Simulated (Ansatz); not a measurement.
# CoSi3Ni2: the cost of one run

Program: Ansatz 0.2.0. Level of theory: DFT PBE, scalar-relativistic, plane waves, PAW. These are calculated values, not measurements.

2 further runs of the same task are left out: 2 that didn't finish.

## Step 1: Starting point

It takes space group Pmmn (No. 59, orthorhombic). The conventional cell has a = 3.184 Å, b = 9.211 Å, c = 4.729 Å, α = 90.00°, β = 90.00°, γ = 90.00°. Co (site symmetry mm2) is surrounded by 6 Si at 2.34 to 2.37 Å. Si (site symmetry m) has 2 Co at 2.34 Å and 4 Ni at 2.34 to 2.39 Å and 4 Si at 2.65 to 2.73 Å as nearest neighbours. Si (site symmetry mm2) is surrounded by 2 Co at 2.36 to 2.37 Å and 4 Ni at 2.40 Å and 4 Si at 2.65 Å. Ni (site symmetry m) is surrounded by 6 Si at 2.34 to 2.40 Å and 2 Ni at 2.63 Å.

As a file:

```cif
data_structure
_symmetry_space_group_name_H-M 'Pmmn:1'
_symmetry_Int_Tables_number 59
_cell_length_a 3.1844
_cell_length_b 9.2115
_cell_length_c 4.7287
_cell_angle_alpha 90.000
_cell_angle_beta 90.000
_cell_angle_gamma 90.000
_cell_volume 138.71
loop_
_atom_site_label
_atom_site_type_symbol
_atom_site_symmetry_multiplicity
_atom_site_Wyckoff_symbol
_atom_site_fract_x
_atom_site_fract_y
_atom_site_fract_z
_atom_site_occupancy
Co1 Co 2 a 0.50000 0.50000 0.33840 1
Si1 Si 4 e 0.50000 0.83967 0.84352 1
Si2 Si 2 a 0.50000 0.50000 0.83706 1
Ni1 Ni 4 e 0.50000 0.82776 0.33823 1
```

It is the end of an earlier relaxation with the same method, from a generated guess; it needn't be the stable form of this composition. At a tolerance of 0.05 Å it has space group Pmmn (No. 59); it has 11.56 Å³/atom, an uncorrected energy of -0.48 eV/atom over the elements.

## Step 2: Bands, states and charges

File input.yaml:

```yaml
crystal:
  lattice:
    - [3.1844281985, 0.0, 0.0]
    - [0.0, 9.2114621895, 0.0]
    - [0.0, 0.0, 4.7286843596]
  atoms:
    - { symbol: Co, position: [0.5, 0.5, 0.3384036375] }
    - { symbol: Co, position: [0.0, 0.0, 0.6615963625] }
    - { symbol: Si, position: [0.5, 0.8396747685, 0.843521669] }
    - { symbol: Si, position: [0.5, 0.1603252315, 0.843521669] }
    - { symbol: Si, position: [0.5, 0.5, 0.837060259] }
    - { symbol: Si, position: [0.0, 0.6603252315, 0.156478331] }
    - { symbol: Si, position: [0.0, 0.0, 0.162939741] }
    - { symbol: Si, position: [0.0, 0.3396747685, 0.156478331] }
    - { symbol: Ni, position: [0.5, 0.8277617007, 0.3382329002] }
    - { symbol: Ni, position: [0.5, 0.1722382993, 0.3382329002] }
    - { symbol: Ni, position: [0.0, 0.6722382993, 0.6617670998] }
    - { symbol: Ni, position: [0.0, 0.3277617007, 0.6617670998] }
basis:
  ecutwfc: 420
kpoints:
  mp_grid: { grid: [12, 4, 8] }
  band_path:
    path:
      - [[0.0, 0.0, 0.0], [0.5, 0.0, 0.0], [0.5, 0.5, 0.0], [0.0, 0.5, 0.0], [0.0, 0.0, 0.0], [0.0, 0.0, 0.5], [0.5, 0.0, 0.5], [0.5, 0.5, 0.5], [0.0, 0.5, 0.5], [0.0, 0.0, 0.5]]
      - [[0.5, 0.0, 0.0], [0.5, 0.0, 0.5]]
      - [[0.0, 0.5, 0.0], [0.0, 0.5, 0.5]]
      - [[0.5, 0.5, 0.0], [0.5, 0.5, 0.5]]
    npoints: 10
hamiltonian:
  xc: pbe
scf:
  occupations: { method: gaussian, width: 0.1 }
  n_extra_bands: 30
output:
  forces: true
  stress: true
  eigenvalues: true
  populations: true
  dos: { projected: true, de: 0.02, nscf_kmesh: { grid: [15, 5, 10] } }
  bader: false
  write_density: true
  write_potential: true
  elf: true
  volumetric_format: npy
```

On the command line:

```
> ansatz run input.yaml --threads 4 --pin off --max-ram 8192MiB --backend cpu --events-out ev --progress --plain --runs-dir out
```

**Question.** How long does this run take on 4 threads of Intel Xeon at 2.70GHz, shared host, and how much memory does it need?

About 76 s, with a peak of 1.7 GiB.
